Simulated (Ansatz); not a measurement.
# Ta3SiC2: the cost of one run

Method: DFT PBE, scalar-relativistic, plane waves, PAW, in Ansatz 0.2.0.

### 1 The structure to begin with

Symmetry: P6/mmm, No. 191, hexagonal system. The conventional cell has a = 4.082 Å, b = 4.082 Å, c = 6.515 Å, α = 90.00°, β = 90.00°, γ = 120.00°. Ta (site symmetry 6/mmm) is surrounded by 2 Ta at 1.75 Å. Ta (site symmetry 6mm) is surrounded by 1 Si at 1.51 Å. Si (site symmetry 6/mmm) has 2 Ta at 1.51 Å in its first shell of neighbours. C (site symmetry -6m2) is surrounded by 3 Si at 2.36 Å and 3 C at 2.36 Å.

As a file:

```cif
data_structure
_symmetry_space_group_name_H-M 'P6/mmm'
_symmetry_Int_Tables_number 191
_cell_length_a 4.0819
_cell_length_b 4.0819
_cell_length_c 6.5148
_cell_angle_alpha 90.000
_cell_angle_beta 90.000
_cell_angle_gamma 120.000
_cell_volume 94.01
loop_
_atom_site_label
_atom_site_type_symbol
_atom_site_symmetry_multiplicity
_atom_site_Wyckoff_symbol
_atom_site_fract_x
_atom_site_fract_y
_atom_site_fract_z
_atom_site_occupancy
Ta1 Ta 1 b 0.00000 0.00000 0.50000 1
Ta2 Ta 2 e 0.00000 0.00000 0.23166 1
Si1 Si 1 a 0.00000 0.00000 0.00000 1
C1 C 2 c 0.33333 0.66667 0.00000 1
```

Recipe of the guess: random cell by space group and Wyckoff sites (P6/mmm, No. 191). Lengths come from tabulated atomic sizes and are only a guess.

### 2 Probe: one point on a coarse mesh

input.yaml

```yaml
crystal:
  lattice:
    - [4.08191749, 0.0, 0.0]
    - [-2.04095874, 3.53504424, 0.0]
    - [0.0, 0.0, 6.51478916]
  atoms:
    - { symbol: Ta, position: [0.0, 0.0, 0.5] }
    - { symbol: Ta, position: [0.0, 0.0, 0.23165522] }
    - { symbol: Ta, position: [0.0, 0.0, 0.76834478] }
    - { symbol: Si, position: [0.0, 0.0, 0.0] }
    - { symbol: C, position: [0.33333333, 0.66666667, 0.0] }
    - { symbol: C, position: [0.66666667, 0.33333333, 0.0] }
basis:
  ecutwfc: 420
kpoints:
  mp_grid: { grid: [6, 6, 4] }
hamiltonian:
  xc: pbe
scf:
  occupations: { method: gaussian, width: 0.1 }
  lower_state_search: "off"
output:
  forces: true
  stress: true
  eigenvalues: true
```

Started as:

```sh
$ ansatz run input.yaml --threads 1 --pin off --max-ram 2560MiB --backend cpu --events-out ev --progress --plain --runs-dir out
```

**Question.** How long does this run take on 1 thread of Arm Neoverse V2, shared host, and how much memory does it need?

About 3.4 s, with a peak of 0.35 GiB.
